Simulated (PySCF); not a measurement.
# Changing the system itself: BBr⁺

Aim: change spin, charge, geometry, field or solvent of BBr⁺, one at a time, and compare with the base run.

Method: method and basis as typed in the scripts; program: PySCF 2.14.0.

6 further runs of the same task are left out: 6 that didn't finish.

## Step 1: Where the work starts

BBr⁺: 2 atoms, charge 1, spin multiplicity 2.

Bond lengths: B1–Br2 1.827 Å.

## Step 2: Base script

File input.py:

```python
from pyscf import gto, scf, tdscf

mol = gto.M(
    atom='B 0 0 0; Br 0 0 1.827',
    basis='6-31g*',
    charge=1,
    spin=1,
    symmetry=True,
    verbose=4,
)
mf = scf.UHF(mol)
mf = mf.density_fit(auxbasis='def2-universal-jkfit')
mf.kernel()
td = tdscf.TDHF(mf)
td.nstates = 3
td.kernel()
td.analyze()
mf.dip_moment()
print('orbital energies (hartree):', [e[max(0, n-3):n+3].round(4) for e, n in zip(mf.mo_energy, mol.nelec)])
```

The run is started by

```sh
OMP_NUM_THREADS=1 python input.py
```

The log of this run is left out.

It gives: E(SCF) = -2596.401627 Eh, 13 cycles, ⟨S²⟩ = 0.765, excitations 4.38, 4.38, 4.82 eV.

The bond length is a typed value, not an optimised one. The dipole of an ion depends on the origin.

## Step 3: PCM, ε = 20.5

Run 1 changes solvent: none (gas phase) → PCM, ε = 20.5; step after the SCF: tddft → analyze.

File input.py:

```python
from pyscf import gto, scf, solvent

mol = gto.M(
    atom='B 0 0 0; Br 0 0 1.827',
    basis='6-31g*',
    charge=1,
    spin=1,
    symmetry=True,
    verbose=4,
)
mf = scf.UHF(mol)
mf = mf.density_fit(auxbasis='def2-universal-jkfit')
mf = solvent.PCM(mf)
mf.with_solvent.eps = 20.5
mf.kernel()
mf.analyze()
print('orbital energies (hartree):', [e[max(0, n-3):n+3].round(4) for e, n in zip(mf.mo_energy, mol.nelec)])
```

The run is started by

```sh
OMP_NUM_THREADS=1 python input.py
```

## Step 4: Electric field 0.01 a.u.

Run 2 changes electric field: none → 0.01 a.u.; point-group symmetry: on → off.

Changes to input.py since step 2:

```diff
@@ -7,3 +7,2 @@
     spin=1,
-    symmetry=True,
     verbose=4,
@@ -12,2 +11,7 @@
 mf = mf.density_fit(auxbasis='def2-universal-jkfit')
+field = 0.01  # electric field along z, atomic units
+h = mf.get_hcore() + field*mol.intor('int1e_r')[2]
+mf.get_hcore = lambda *args: h
+e_nuc = mol.energy_nuc() - field*mol.atom_charges() @ mol.atom_coords()[:, 2]
+mf.energy_nuc = lambda *args: e_nuc
 mf.kernel()
```

## Step 5: Bond 2.284 Å

Run 3 changes bond length: 1.827 Å → 2.284 Å.

Changes to input.py since step 2:

```diff
@@ -3,3 +3,3 @@
 mol = gto.M(
-    atom='B 0 0 0; Br 0 0 1.827',
+    atom='B 0 0 0; Br 0 0 2.284',
     basis='6-31g*',
```

## Step 6: Electric field 0.005 a.u.

Run 4 changes electric field: none → 0.005 a.u.; point-group symmetry: on → off.

Changes to input.py since step 2:

```diff
@@ -7,3 +7,2 @@
     spin=1,
-    symmetry=True,
     verbose=4,
@@ -12,2 +11,7 @@
 mf = mf.density_fit(auxbasis='def2-universal-jkfit')
+field = 0.005  # electric field along z, atomic units
+h = mf.get_hcore() + field*mol.intor('int1e_r')[2]
+mf.get_hcore = lambda *args: h
+e_nuc = mol.energy_nuc() - field*mol.atom_charges() @ mol.atom_coords()[:, 2]
+mf.energy_nuc = lambda *args: e_nuc
 mf.kernel()
```

**Question.** What will these runs give? Wanted: for each run, E(SCF); from base; gap, α spin; after the SCF.

The runs gave:

| run | E(SCF) (hartree) | from base (eV) | cycles | gap, α spin (eV) | after the SCF |
| --- | --- | --- | --- | --- | --- |
| base | -2596.401627 | 0 | 13 | 13.24 | lowest root found 4.38 eV |
| PCM, ε = 20.5 | -2596.499134 | -2.6533 | 13 | 13.33 | n/a |
| electric field 0.01 a.u. | -2596.415807 | not comparable | 13 | 12.90 | lowest root found 4.33 eV |
| bond 2.284 Å | -2596.341170 | +1.6451 | 13 | 11.96 | lowest root found 0.75 eV |
| electric field 0.005 a.u. | -2596.408289 | not comparable | 13 | 13.07 | lowest root found 4.40 eV |

In words: The largest comparable shift of the SCF energy, -2.653 eV, comes with the run “PCM, ε = 20.5”. A continuum solvent with ε = 20.5 lowers the energy by 2.653 eV, a large gain because the system is charged.
